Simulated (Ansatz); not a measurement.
**Molecular dynamics of Li**

input.yaml

```yaml
accuracy: low
crystal:
  lattice:
    - [7.205315, 0.0, 0.0]
    - [0.0, 7.205315, 0.0]
    - [0.0, 0.0, 7.205315]
  atoms:
    - { symbol: Li, position: [0.0, 0.0, 0.0] }
    - { symbol: Li, position: [0.5, 0.0, 0.0] }
    - { symbol: Li, position: [0.0, 0.5, 0.0] }
    - { symbol: Li, position: [0.0, 0.0, 0.5] }
    - { symbol: Li, position: [0.25, 0.25, 0.25] }
    - { symbol: Li, position: [0.5, 0.5, 0.0] }
    - { symbol: Li, position: [0.5, 0.0, 0.5] }
    - { symbol: Li, position: [0.75, 0.25, 0.25] }
    - { symbol: Li, position: [0.0, 0.5, 0.5] }
    - { symbol: Li, position: [0.25, 0.75, 0.25] }
    - { symbol: Li, position: [0.25, 0.25, 0.75] }
    - { symbol: Li, position: [0.5, 0.5, 0.5] }
    - { symbol: Li, position: [0.75, 0.75, 0.25] }
    - { symbol: Li, position: [0.75, 0.25, 0.75] }
    - { symbol: Li, position: [0.25, 0.75, 0.75] }
    - { symbol: Li, position: [0.75, 0.75, 0.75] }
basis:
  ecutwfc: 500.0
kpoints:
  mp_grid: { grid: [2, 2, 2] }
hamiltonian:
  xc: r2scan
scf:
  occupations: { method: fermi_dirac, width: 0.11 }
  lower_state_search: "off"
  max_iter: 80
md:
  timestep: 1
  n_steps: 50
  ensemble: nvt_langevin
  temperature: 1300.0
  initial_velocities: maxwell_boltzmann
  seed: 528837
  friction: 1.0
```

Run as:

```bash
$ ansatz run input.yaml --threads 1 --pin off --max-ram 3072MiB --backend cpu --events-out ev --progress --plain --runs-dir out
```

It starts from a structure without forces on its atoms.

Output, in part (step lines):

```
md step     0: t =     0.00 fs  T =  1218.8 K  F+E_penalty+E_count = -3281.80372139 eV  E_kin = 2.520570 eV  (7 SCF iters)
md step     1: t =     1.00 fs  T =  1408.1 K  F+E_penalty+E_count = -3281.80109084 eV  E_kin = 2.912143 eV  (8 SCF iters)
md step     2: t =     2.00 fs  T =   709.6 K  F+E_penalty+E_count = -3281.79592354 eV  E_kin = 1.467510 eV  (8 SCF iters)
md step     3: t =     3.00 fs  T =  1538.0 K  F+E_penalty+E_count = -3281.78954440 eV  E_kin = 3.180836 eV  (8 SCF iters)
md step     4: t =     4.00 fs  T =  1437.4 K  F+E_penalty+E_count = -3281.77738557 eV  E_kin = 2.972732 eV  (8 SCF iters)
md step     5: t =     5.00 fs  T =  1330.6 K  F+E_penalty+E_count = -3281.76718688 eV  E_kin = 2.751809 eV  (7 SCF iters)
md step     6: t =     6.00 fs  T =  1324.3 K  F+E_penalty+E_count = -3281.75862610 eV  E_kin = 2.738940 eV  (6 SCF iters)
md step     7: t =     7.00 fs  T =  1257.5 K  F+E_penalty+E_count = -3281.75024320 eV  E_kin = 2.600805 eV  (6 SCF iters)
md step     8: t =     8.00 fs  T =  1458.3 K  F+E_penalty+E_count = -3281.73929664 eV  E_kin = 3.015978 eV  (6 SCF iters)
md step     9: t =     9.00 fs  T =  1717.1 K  F+E_penalty+E_count = -3281.72325660 eV  E_kin = 3.551180 eV  (6 SCF iters)
md step    10: t =    10.00 fs  T =  1628.8 K  F+E_penalty+E_count = -3281.71569235 eV  E_kin = 3.368558 eV  (8 SCF iters)
md step    11: t =    11.00 fs  T =  1566.9 K  F+E_penalty+E_count = -3281.71097594 eV  E_kin = 3.240619 eV  (6 SCF iters)
md step    12: t =    12.00 fs  T =  1433.5 K  F+E_penalty+E_count = -3281.70528316 eV  E_kin = 2.964803 eV  (6 SCF iters)
md step    13: t =    13.00 fs  T =  1313.3 K  F+E_penalty+E_count = -3281.69959343 eV  E_kin = 2.716216 eV  (7 SCF iters)
md step    14: t =    14.00 fs  T =  1330.2 K  F+E_penalty+E_count = -3281.68436376 eV  E_kin = 2.750971 eV  (6 SCF iters)
md step    15: t =    15.00 fs  T =  1700.7 K  F+E_penalty+E_count = -3281.66910016 eV  E_kin = 3.517405 eV  (7 SCF iters)
md step    16: t =    16.00 fs  T =  1478.1 K  F+E_penalty+E_count = -3281.66158896 eV  E_kin = 3.057009 eV  (7 SCF iters)
md step    17: t =    17.00 fs  T =  1635.5 K  F+E_penalty+E_count = -3281.65289643 eV  E_kin = 3.382518 eV  (7 SCF iters)
md step    18: t =    18.00 fs  T =  1221.5 K  F+E_penalty+E_count = -3281.64214561 eV  E_kin = 2.526347 eV  (6 SCF iters)
md step    19: t =    19.00 fs  T =   940.2 K  F+E_penalty+E_count = -3281.62694411 eV  E_kin = 1.944412 eV  (7 SCF iters)
md step    20: t =    20.00 fs  T =  1614.8 K  F+E_penalty+E_count = -3281.61194686 eV  E_kin = 3.339608 eV  (6 SCF iters)
md step    21: t =    21.00 fs  T =  1001.1 K  F+E_penalty+E_count = -3281.61523084 eV  E_kin = 2.070397 eV  (7 SCF iters)
md step    22: t =    22.00 fs  T =  1254.6 K  F+E_penalty+E_count = -3281.62265803 eV  E_kin = 2.594722 eV  (7 SCF iters)
md step    23: t =    23.00 fs  T =   964.0 K  F+E_penalty+E_count = -3281.62129781 eV  E_kin = 1.993638 eV  (6 SCF iters)
md step    24: t =    24.00 fs  T =  1192.8 K  F+E_penalty+E_count = -3281.61607782 eV  E_kin = 2.466993 eV  (7 SCF iters)
md step    25: t =    25.00 fs  T =  1311.7 K  F+E_penalty+E_count = -3281.60650977 eV  E_kin = 2.712798 eV  (7 SCF iters)
md step    26: t =    26.00 fs  T =  1097.5 K  F+E_penalty+E_count = -3281.60368824 eV  E_kin = 2.269756 eV  (6 SCF iters)
md step    27: t =    27.00 fs  T =   908.5 K  F+E_penalty+E_count = -3281.60531428 eV  E_kin = 1.878994 eV  (7 SCF iters)
md step    28: t =    28.00 fs  T =  1557.1 K  F+E_penalty+E_count = -3281.60543886 eV  E_kin = 3.220380 eV  (7 SCF iters)
md step    29: t =    29.00 fs  T =  1109.5 K  F+E_penalty+E_count = -3281.59493085 eV  E_kin = 2.294701 eV  (6 SCF iters)
md step    30: t =    30.00 fs  T =   761.6 K  F+E_penalty+E_count = -3281.57920246 eV  E_kin = 1.575082 eV  (7 SCF iters)
md step    31: t =    31.00 fs  T =  1183.7 K  F+E_penalty+E_count = -3281.56457793 eV  E_kin = 2.448132 eV  (7 SCF iters)
md step    32: t =    32.00 fs  T =  1329.5 K  F+E_penalty+E_count = -3281.54888683 eV  E_kin = 2.749557 eV  (6 SCF iters)
md step    33: t =    33.00 fs  T =  1318.3 K  F+E_penalty+E_count = -3281.53522482 eV  E_kin = 2.726454 eV  (6 SCF iters)
md step    34: t =    34.00 fs  T =  1343.2 K  F+E_penalty+E_count = -3281.52612128 eV  E_kin = 2.777922 eV  (7 SCF iters)
md step    35: t =    35.00 fs  T =  1502.2 K  F+E_penalty+E_count = -3281.52788374 eV  E_kin = 3.106844 eV  (6 SCF iters)
md step    36: t =    36.00 fs  T =  1726.5 K  F+E_penalty+E_count = -3281.52034245 eV  E_kin = 3.570720 eV  (7 SCF iters)
md step    37: t =    37.00 fs  T =  1079.8 K  F+E_penalty+E_count = -3281.51330976 eV  E_kin = 2.233162 eV  (6 SCF iters)
md step    38: t =    38.00 fs  T =  1456.5 K  F+E_penalty+E_count = -3281.50963531 eV  E_kin = 3.012309 eV  (6 SCF iters)
md step    39: t =    39.00 fs  T =  1677.0 K  F+E_penalty+E_count = -3281.49777575 eV  E_kin = 3.468236 eV  (6 SCF iters)
md step    40: t =    40.00 fs  T =  1256.5 K  F+E_penalty+E_count = -3281.48912548 eV  E_kin = 2.598581 eV  (7 SCF iters)
md step    41: t =    41.00 fs  T =  1574.9 K  F+E_penalty+E_count = -3281.47985238 eV  E_kin = 3.257067 eV  (6 SCF iters)
md step    42: t =    42.00 fs  T =  1109.3 K  F+E_penalty+E_count = -3281.46640171 eV  E_kin = 2.294232 eV  (7 SCF iters)
md step    43: t =    43.00 fs  T =  1087.5 K  F+E_penalty+E_count = -3281.44825547 eV  E_kin = 2.249036 eV  (6 SCF iters)
md step    44: t =    44.00 fs  T =  1391.8 K  F+E_penalty+E_count = -3281.44299686 eV  E_kin = 2.878418 eV  (7 SCF iters)
md step    45: t =    45.00 fs  T =   911.1 K  F+E_penalty+E_count = -3281.44235103 eV  E_kin = 1.884235 eV  (6 SCF iters)
md step    46: t =    46.00 fs  T =  1347.6 K  F+E_penalty+E_count = -3281.43869771 eV  E_kin = 2.787143 eV  (6 SCF iters)
md step    47: t =    47.00 fs  T =   987.6 K  F+E_penalty+E_count = -3281.44135299 eV  E_kin = 2.042586 eV  (7 SCF iters)
md step    48: t =    48.00 fs  T =  1489.9 K  F+E_penalty+E_count = -3281.44812598 eV  E_kin = 3.081352 eV  (6 SCF iters)
md step    49: t =    49.00 fs  T =  1287.6 K  F+E_penalty+E_count = -3281.44866970 eV  E_kin = 2.663042 eV  (6 SCF iters)
md step    50: t =    50.00 fs  T =  1340.5 K  F+E_penalty+E_count = -3281.44859931 eV  E_kin = 2.772390 eV  (7 SCF iters)
```

All steps were run. A run of 0.05 ps of so small a system gives no equilibrium averages. The friction is so strong that the motion is overdamped, so the time scale means little. Limits of this set-up: coarse k mesh, low accuracy level.

Mean squared displacements from the first frame to the last, about the centre of mass: Li 0.05 Å².

Last frame:

```xyz
16
Lattice="7.2053 0.0000 0.0000 0.0000 7.2053 0.0000 0.0000 0.0000 7.2053" Properties=species:S:1:pos:R:3
Li -0.291 0.093 -0.194
Li 3.678 0.044 0.222
Li -0.249 3.713 0.162
Li -0.071 0.049 3.647
Li 1.736 1.685 1.802
Li 3.469 3.353 -0.138
Li 3.596 -0.063 3.469
Li 5.365 1.896 1.796
Li -0.126 3.672 3.559
Li 1.857 5.417 1.768
Li 1.823 1.510 5.409
Li 3.712 3.706 3.636
Li 5.358 5.455 1.863
Li 5.416 1.858 5.142
Li 1.866 5.576 5.627
Li 5.448 5.567 5.199
```

The run took 8 min on 1 thread of Intel(R) Xeon(R) 6975P-C (Granite Rapids), with other jobs on the host, peak memory 0.73 GiB.
